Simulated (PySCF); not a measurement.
**Si2P2H7F (SMILES F[SiH2]P[SiH2]P) at 6 levels**

Wanted: a comparison of 6 runs (HF/3-21G, B3LYP/6-31G*, BLYP/def2-SVP, PBE0/def2-SVP, wB97X/def2-SVP, MP2/def2-SVP) of Si2P2H7F. 

The results are computed with PySCF 2.14.0.

### 1 Starting point

Si2P2H7F has 12 atoms, charge 0, and is taken as a singlet. As SMILES, `F[SiH2]P[SiH2]P`. Geometry: relaxed at GFN2-xTB. This is one conformer, not always the lowest.

Bond lengths: F1–Si2 1.618 Å, Si2–P3 2.232 Å, P3–Si4 2.242 Å, Si4–P5 2.243 Å, Si2–H6 1.455 Å, Si2–H7 1.454 Å, P3–H8 1.380 Å, Si4–H9 1.471 Å, Si4–H10 1.467 Å, P5–H11 1.385 Å, P5–H12 1.382 Å. Some angles: F1–Si2–P3 111.9°, Si2–P3–Si4 101.4°, P3–Si4–P5 107.2°, F1–Si2–H6 103.7°, F1–Si2–H7 103.8°, P3–Si2–H6 110.6°, P3–Si2–H7 110.6°, Si2–P3–H8 95.5°, Si4–P3–H8 94.2°, P3–Si4–H9 113.8°.

### 2 Energy and forces at HF/3-21G (run 1)

Contents of input.py:

```python
import pyscf.grad
from pyscf import gto, scf

mol = gto.Mole()
mol.atom = '''
F       -0.513680       2.299570      -0.288050
Si      -0.116660       1.741560       1.177450
P       -0.767440      -0.373000       1.469180
Si      -0.429410      -1.227030      -0.576270
P        1.776460      -1.565600      -0.798730
H        1.334800       1.837210       1.199640
H       -0.824190       2.626140       2.089030
H       -2.108280      -0.128440       1.256030
H       -1.014810      -0.421540      -1.659130
H       -1.089230      -2.537250      -0.584250
H        2.070090      -0.264750      -1.173250
H        1.682370      -1.986880      -2.111650
'''
mol.basis = '3-21g'
mol.max_memory = 1860
mol.verbose = 4
mol.build()

mf = scf.RHF(mol)
mf.conv_tol = 1e-10
mf.kernel()
if not mf.converged:
    mf = mf.newton().run(mf.mo_coeff, mf.mo_occ)

e_final = mf.e_tot
print(f'total energy: {e_final:.8f} hartree')
grad = mf.Gradients().kernel()
mf.analyze()
```

The run is started by

```console
$ OMP_NUM_THREADS=1 python input.py
```

Output:

```text
PySCF version 2.14.0

[... 85 lines left out ...]
DFT Exchange-Correlation Energy =      -98.555022117604381
[... 16 lines left out ...]
MO #15  energy= -5.34225221811699  occ= 2
[... 14 lines left out ...]
MO #30  energy= -0.55589375049619  occ= 2
[... 14 lines left out ...]
MO #45  energy= 0.225649906487807  occ= 0
[... 14 lines left out ...]
MO #60  energy= 0.690279906882796  occ= 0
[... 14 lines left out ...]
MO #75  energy= 3.79194694681855   occ= 0
[... 90 lines left out ...]
Dipole moment(X, Y, Z, Debye): -0.57045,  0.64323, -0.53158
```

It took 11 s on 1 thread of Intel Xeon at 2.50GHz (Skylake/Cascade Lake), shared host; peak memory 0.15 GiB.

### 3 Energy and gradient at B3LYP/6-31G(d) (Cartesian functions) (run 2)

Contents of input.py:

```python
import pyscf.grad
from pyscf import gto, dft

molecule = gto.M(
    atom='''
F     -0.513680     2.299570    -0.288050
Si    -0.116660     1.741560     1.177450
P     -0.767440    -0.373000     1.469180
Si    -0.429410    -1.227030    -0.576270
P      1.776460    -1.565600    -0.798730
H      1.334800     1.837210     1.199640
H     -0.824190     2.626140     2.089030
H     -2.108280    -0.128440     1.256030
H     -1.014810    -0.421540    -1.659130
H     -1.089230    -2.537250    -0.584250
H      2.070090    -0.264750    -1.173250
H      1.682370    -1.986880    -2.111650
''',
    max_memory=1860,
    basis='6-31g*',
    cart=True,
    spin=0,
    verbose=3,
)

mf = dft.RKS(molecule)
mf.xc = 'b3lyp'
mf.grids.level = 5
mf.conv_tol = 1e-10
mf.kernel()
if not mf.converged:
    mf = mf.newton().run(mf.mo_coeff, mf.mo_occ)

energy = mf.e_tot
print(f'total energy: {energy:.8f} hartree')
grad = mf.Gradients().kernel()
dip = mf.dip_moment()
pop, q = mf.mulliken_pop()
```

The run is started by

```console
$ OMP_NUM_THREADS=1 python input.py
```

Output:

```text
converged SCF energy = -1365.80672958893
total energy: -1365.80672959 hartree
[... 8 lines left out ...]
Dipole moment(X, Y, Z, Debye): -0.36189,  0.29320, -0.24241
[... 118 lines left out ...]
charge of   11H =      0.03410
```

Run time: 2.1 min. Hardware: 1 thread of Intel Xeon at 2.50GHz (Skylake/Cascade Lake), shared host; peak memory 1.1 GiB.

Run 3 isn't shown in full; the table further down has it.

### 4 Energy and gradient at PBE0/def2-SVP (run 4)

Contents of job.py:

```python
from pyscf import gto, dft

system = gto.M(
    atom='''
F   -0.513680   2.299570  -0.288050
Si  -0.116660   1.741560   1.177450
P   -0.767440  -0.373000   1.469180
Si  -0.429410  -1.227030  -0.576270
P    1.776460  -1.565600  -0.798730
H    1.334800   1.837210   1.199640
H   -0.824190   2.626140   2.089030
H   -2.108280  -0.128440   1.256030
H   -1.014810  -0.421540  -1.659130
H   -1.089230  -2.537250  -0.584250
H    2.070090  -0.264750  -1.173250
H    1.682370  -1.986880  -2.111650
''',
    verbose=4,
    basis='def2-svp',
    max_memory=1860,
)

ks = dft.RKS(system)
ks.xc = 'pbe0'
ks.grids.level = 5
ks.conv_tol = 1e-10
ks.kernel()
if not ks.converged:
    ks = ks.newton().run(ks.mo_coeff, ks.mo_occ)

energy = ks.e_tot
print('Final energy', energy)
grad = ks.nuc_grad_method().kernel()
dip = ks.dip_moment()
pop, q = ks.mulliken_pop()
```

The run is started by

```console
$ OMP_NUM_THREADS=1 python job.py
```

Output:

```text
PySCF version 2.14.0

[... 79 lines left out ...]
converged SCF energy = -1364.72722629923
Final energy -1364.7272262992335
[... 12 lines left out ...]
Dipole moment(X, Y, Z, Debye): -0.35056,  0.18269, -0.14135
[... 134 lines left out ...]
charge of   11H =      0.02398
```

Wall time 2 min (1 thread of Intel Xeon at 2.50GHz (Skylake/Cascade Lake), shared host); peak memory 1.3 GiB.

Run 5 isn't shown in full; the table further down has it.

### 5 Energy and gradient at MP2/def2-SVP (run 6)

Contents of input.py:

```python
from pyscf import gto, mp

system = gto.M(
    atom='''
F     -0.970715     4.345558    -0.544336
Si    -0.220455     3.291071     2.225058
P     -1.450251    -0.704868     2.776348
Si    -0.811467    -2.318751    -1.088992
P      3.357023    -2.958555    -1.509381
H      2.522406     3.471824     2.266991
H     -1.557493     4.962685     3.947695
H     -3.984072    -0.242716     2.373553
H     -1.917713    -0.796595    -3.135301
H     -2.058346    -4.794708    -1.104072
H      3.911903    -0.500305    -2.217121
H      3.179219    -3.754659    -3.990440
''',
    charge=0,
    basis='def2-svp',
    verbose=4,
    unit='bohr',
    max_memory=1860,
)

calc0 = system.RHF()
calc0.conv_tol = 1e-10
calc0.kernel()
if not calc0.converged:
    calc0 = calc0.newton().run(calc0.mo_coeff, calc0.mo_occ)

pt = mp.MP2(calc0, frozen=21).run()
e_final = pt.e_tot
print('E(%s) = %.9f' % ('MP2', e_final))
grad = pt.nuc_grad_method().kernel()
calc0.analyze()
```

The run is started by

```console
$ OMP_NUM_THREADS=1 python input.py
```

Output:

```text
PySCF version 2.14.0

[... 105 lines left out ...]
MO #11  energy= -5.3820921177296   occ= 2
[... 21 lines left out ...]
MO #33  energy= -0.493659080284681 occ= 2
[... 21 lines left out ...]
MO #55  energy= 0.489250957333411  occ= 0
[... 21 lines left out ...]
MO #77  energy= 0.943687092286051  occ= 0
[... 21 lines left out ...]
MO #99  energy= 1.80995899293119   occ= 0
[... 21 lines left out ...]
MO #121 energy= 3.93488603238306   occ= 0
[... 136 lines left out ...]
Dipole moment(X, Y, Z, Debye): -0.33963,  0.10644,  0.10003
```

Wall time 72 s (1 thread of Intel Xeon at 2.50GHz (Skylake/Cascade Lake), shared host); peak memory 1.3 GiB.

### 6 Overview of the runs

```csv
run,level,Cartesian functions,integration grid,energy (Eh),dipole moment (D) of the reference,HOMO energy (eV),LUMO energy (eV),wall time
1,HF/3-21G,no,–,-1355.785118,1.01,-10.15,2.93,11 s
2,B3LYP/6-31G* (Cartesian functions),yes,5,-1365.806730,0.53,-7.23,-0.42,2.1 min
3,BLYP/def2-SVP,no,5,-1365.275672,0.25,-6.20,-0.88,2 min
4,PBE0/def2-SVP,no,5,-1364.727226,0.42,-7.57,-0.30,2 min
5,wB97X/def2-SVP,no,5,-1365.289507,0.48,-9.83,1.78,2.8 min
6,MP2/def2-SVP,no,–,-1363.068274,0.37,-10.13,3.08,72 s
```

### 7 Results

| quantity | value |
| --- | --- |
| run 6: total energy | -1363.06827 Eh |
| run 6: dipole moment (Hartree–Fock density) | 0.37 D |
| run 6: HOMO energy (Hartree–Fock orbitals) | -10.13 eV |
| run 6: LUMO energy (Hartree–Fock orbitals) | 3.08 eV |
| run 6: HOMO–LUMO gap (Hartree–Fock orbitals) | 13.21 eV |
| run 6: correlation energy (21 core orbitals frozen) | -623.3 mEh |
| run 6: largest force on an atom | 1.056 eV/Å |

Over runs 1, 2, 3, 4, 5 the dipole moment (its size) runs from 0.25 D (BLYP/def2-SVP) to 1.01 D (HF/3-21G). The two ends differ in method and basis. Over runs 1, 2, 3, 4, 5 the HOMO–LUMO gap runs from 5.32 eV (BLYP/def2-SVP) to 13.08 eV (HF/3-21G). Totals of different functionals can't be ranked against each other. All runs together took 10 min, the longest 2.8 min.
